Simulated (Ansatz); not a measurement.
# C₂H₇Si₂ radical: up Jacob's ladder to CCSD(T)

One table from this session's results is given with a row withheld; the runs are named, their logs left out.

Program: Ansatz 0.2.0, Gaussian basis. Level of theory: functionals in def2-TZVPP, the program's frozen cores in correlated methods. These are calculated values, not measurements.

Plan: LDA (SPW92), PBE-D4, revPBE-D4, BLYP-D4, r2SCAN-D4, B97M-V, PBE0-D4, B3LYP-D4, r2SCANh-D4, r2SCAN0-D4, HSE06-D4, BHLYP-D4, CAM-B3LYP-D4, LC-ωPBE, ωB97X-V, ωB97M-V, B2PLYP, PBE-QIDH; CCSD(T)/def2-SVP; CCSD(T)/def2-TZVPP; MP2/def2-QZVPP; extrapolation to the limit; RPA on PBE.

## The relaxed structure

The geometry comes from an earlier relaxation with PBE0-D4 in a triple-zeta def2 set; it is a stationary point, not always the lowest conformer.

SMILES `[SiH2]/C=C/[SiH3]`, 11 atoms, charge 0, spin multiplicity 2.

Atoms are counted from 1 here; the program's logs count them from 0.

Bond lengths: Si1–C2 1.836 Å, Si1–H5 1.487 Å, Si1–H6 1.486 Å, C2–C3 1.347 Å, C2–H7 1.091 Å, C3–Si4 1.860 Å, C3–H8 1.091 Å, Si4–H9 1.487 Å, Si4–H10 1.489 Å, Si4–H11 1.488 Å. Angles: C2–Si1–H5 112.5°, C2–Si1–H6 113.9°, H5–Si1–H6 112.8°, Si1–C2–C3 124.3°, Si1–C2–H7 117.3°, C3–C2–H7 118.3°, C2–C3–Si4 123.6°, C2–C3–H8 118.2°, Si4–C3–H8 118.2°, C3–Si4–H9 108.8°, C3–Si4–H10 110.8°, C3–Si4–H11 110.7°, H9–Si4–H10 109.5°, H9–Si4–H11 109.5°, H10–Si4–H11 107.5°.

Set-up of the first run:

in.yaml

```yaml
crystal:
  periodic: [false, false, false]
  atoms:
    - {symbol: Si, position_ang: [-0.499682, 2.264456, -1.003416]}
    - {symbol: C, position_ang: [-0.539953, 0.668972, -0.095644]}
    - {symbol: C, position_ang: [0.401668, -0.288283, -0.201105]}
    - {symbol: Si, position_ang: [0.302555, -1.929150, 0.669943]}
    - {symbol: H, position_ang: [0.860825, 2.602782, -1.497714]}
    - {symbol: H, position_ang: [-1.141977, 3.387813, -0.273200]}
    - {symbol: H, position_ang: [-1.418487, 0.465059, 0.518038]}
    - {symbol: H, position_ang: [1.274291, -0.087586, -0.824688]}
    - {symbol: H, position_ang: [-0.954584, -1.974974, 1.462091]}
    - {symbol: H, position_ang: [0.312465, -3.049840, -0.310120]}
    - {symbol: H, position_ang: [1.468179, -2.116149, 1.576417]}
basis:
  gaussian: {orbitals: def2-TZVPP}
magnetization: {spin_polarized: true, initial_magnetization: 1}
hamiltonian: {xc: lda}
output: {orbitals: {seedname: orbitals}}
```

Started as:

```
> ansatz run in.yaml --threads 4 --pin off --events-out ev --progress --plain --max-ram 10444MiB
```

Among the steps run: LDA; PBE-D4 (GGA); revPBE-D4 (GGA); BLYP-D4 (GGA); r2SCAN-D4 (meta-GGA); B97M-V (meta-GGA); PBE0-D4 (hybrid); B3LYP-D4 (hybrid); r2SCANh-D4 (hybrid); r2SCAN0-D4 (hybrid); HSE06-D4 (hybrid); BHLYP-D4 (hybrid); CAM-B3LYP-D4 (range-separated); LC-ωPBE (range-separated); ωB97X-V (range-separated); ωB97M-V (range-separated); B2PLYP (double hybrid); PBE-QIDH (double hybrid).

One of the session's tables, all rows but one given; the rest of the session is left out.

It belongs to the step «Orbital energies across the functionals». 

```
  functional  HOMO (eV)  LUMO (eV)  gap (eV)
 LDA (SPW92)      -4.87      -3.90      0.97
      PBE-D4      -4.88      -3.49      1.39
   revPBE-D4          ?          ?         ?
     BLYP-D4      -4.64      -3.46      1.18
   r2SCAN-D4      -5.20      -3.07      2.13
      B97M-V      -5.00      -3.59      1.41
     PBE0-D4      -5.86      -2.56      3.30
    B3LYP-D4      -5.57      -2.90      2.67
  r2SCANh-D4      -5.56      -2.75      2.81
  r2SCAN0-D4      -6.11      -2.28      3.83
    HSE06-D4      -5.47      -2.94      2.53
    BHLYP-D4      -6.63      -1.68      4.95
CAM-B3LYP-D4      -6.95      -1.62      5.33
     LC-ωPBE      -8.37      -0.28      8.08
     ωB97X-V      -7.84      -0.76      7.08
     ωB97M-V      -7.53      -0.90      6.63
```

**Question.** Estimate the row for revPBE-D4.

**Answer.** HOMO (eV): -4.86; LUMO (eV): -3.36; gap (eV): 1.50. In the column «HOMO (eV)» it lies between LDA (SPW92) (-4.87) and BLYP-D4 (-4.64).
